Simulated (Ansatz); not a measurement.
# BF₂HS + SiH₄: a complex and its separated parts

The complex below is one end of an elementary step. How strongly is it bound against its free parts?

Program: Ansatz 0.2.0, Gaussian basis. Level of theory: PBE0-D4/def2-TZVP structures, single points in def2-TZVPP, no counterpoise correction. These are calculated values, not measurements.

Levels: SPW92, PBE-D4, BLYP-D4, r2SCAN-D4, B97M-V, PBE0-D4, B3LYP-D4, r2SCAN0-D4, BHLYP-D4, CAM-B3LYP-D4, wB97X-V, wB97M-V, B2PLYP, PBE-QIDH, RPA on PBE, Hartree-Fock, MP2, CCSD, CCSD(T).

Cores are frozen in the correlated methods. B3LYP uses VWN-RPA correlation. B2PLYP carries no dispersion term here.

94 further runs of the same task are left out: 94 set aside as unsound or not needed.

**1. The system as given**

The complex: 10 atoms, charge 0, spin multiplicity 1.

Atoms are counted from 1 here; the program's logs count them from 0.

Bond lengths: B1–S2 1.800 Å, B1–F3 1.317 Å, B1–F4 1.321 Å, S2–H7 1.342 Å, H5–Si6 1.486 Å, Si6–H8 1.485 Å, Si6–H9 1.485 Å, Si6–H10 1.483 Å. Angles: S2–B1–F3 119.3°, S2–B1–F4 122.5°, F3–B1–F4 118.2°, B1–S2–H7 94.5°, H5–Si6–H8 109.3°, H5–Si6–H9 109.2°, H5–Si6–H10 109.6°, H8–Si6–H9 109.4°, H8–Si6–H10 109.6°, H9–Si6–H10 109.8°.

Geometry (Å):

```mol
BF2H5SSi
  3D, bonds by distance, orders not assigned

 10  8  0  0  0  0  0  0  0  0999 V2000
    0.7841   -1.6360   -0.7479 B   0  0
    1.6226   -0.6095   -1.9655 S   0  0
   -0.0545   -2.5659   -1.1572 F   0  0
    0.9810   -1.5015    0.5509 F   0  0
   -1.4884    0.1854   -0.1037 H   0  0
   -1.1247    1.2398    0.8777 Si  0  0
    2.2900    0.1135   -1.0522 H   0  0
    0.2747    1.6730    0.6357 H   0  0
   -2.0357    2.3996    0.7079 H   0  0
   -1.2490    0.7014    2.2544 H   0  0
  1  2  8  0
  1  3  8  0
  1  4  8  0
  2  7  8  0
  5  6  8  0
  6  8  8  0
  6  9  8  0
  6 10  8  0
M  END
```

Its parts: BF₂HS holds atoms 1, 2, 3, 4, 7; SiH₄ holds atoms 5, 6, 8, 9, 10. Each part counts its atoms afresh in its own runs.

**2. Relaxing BF₂HS alone**

Contents of relax-a/in.yaml:

```yaml
crystal:
  periodic: [false, false, false]
  atoms:
    - {symbol: B, position_ang: [0.784074, -1.635960, -0.747912]}
    - {symbol: S, position_ang: [1.622568, -0.609509, -1.965459]}
    - {symbol: F, position_ang: [-0.054518, -2.565861, -1.157165]}
    - {symbol: F, position_ang: [0.980986, -1.501457, 0.550942]}
    - {symbol: H, position_ang: [2.290012, 0.113528, -1.052245]}
basis:
  gaussian: {orbitals: def2-TZVP}
hamiltonian: {xc: pbe0, dispersion: d4}
relax: {f_tol: 0.005, max_steps: 200}
```

Started as:

```sh
$ ansatz run in.yaml --threads 4 --pin off --events-out ev --progress --plain --max-ram 9574MiB
```

After this run come: Relaxing SiH₄ alone; SPW92/def2-TZVPP; PBE-D4/def2-TZVPP; BLYP-D4/def2-TZVPP; r2SCAN-D4/def2-TZVPP; B97M-V/def2-TZVPP; PBE0-D4/def2-TZVPP; B3LYP-D4/def2-TZVPP; r2SCAN0-D4/def2-TZVPP; BHLYP-D4/def2-TZVPP; CAM-B3LYP-D4/def2-TZVPP; wB97X-V/def2-TZVPP; wB97M-V/def2-TZVPP; B2PLYP/def2-TZVPP; PBE-QIDH/def2-TZVPP; RPA on PBE/def2-TZVPP; CCSD(T)/def2-TZVPP; Vibrations of BF₂HS; Vibrations of SiH₄.

**Question.** What will these runs give? Wanted: complex less parts, CCSD(T)/def2-TZVPP; with zero-point energy; largest T1 diagnostic.

The runs gave:

| quantity | value |
| --- | --- |
| complex less parts, CCSD(T)/def2-TZVPP | -5.3 kJ/mol |
| with zero-point energy | -3.1 kJ/mol |
| largest T1 diagnostic | 0.013 |

At CCSD(T) the complex lies 5.3 kJ/mol below its parts. The functionals run from BLYP-D4, off by -0.7 kJ/mol, to SPW92, off by -4.4 kJ/mol, against CCSD(T). By rung, the mean size of the error is: LDA 4.4, GGA 1.4, meta-GGA 1.3, hybrid 1.5, range-separated hybrid 1.5, double hybrid 3.1 kJ/mol. PBE-D4 gives a relative energy 2.0 kJ/mol too low, an error of 37 % of the reference. No counterpoise was applied, and triple zeta lacks some correlation, so the CCSD(T) reference has a basis error of its own, and close matches with it are partly luck.
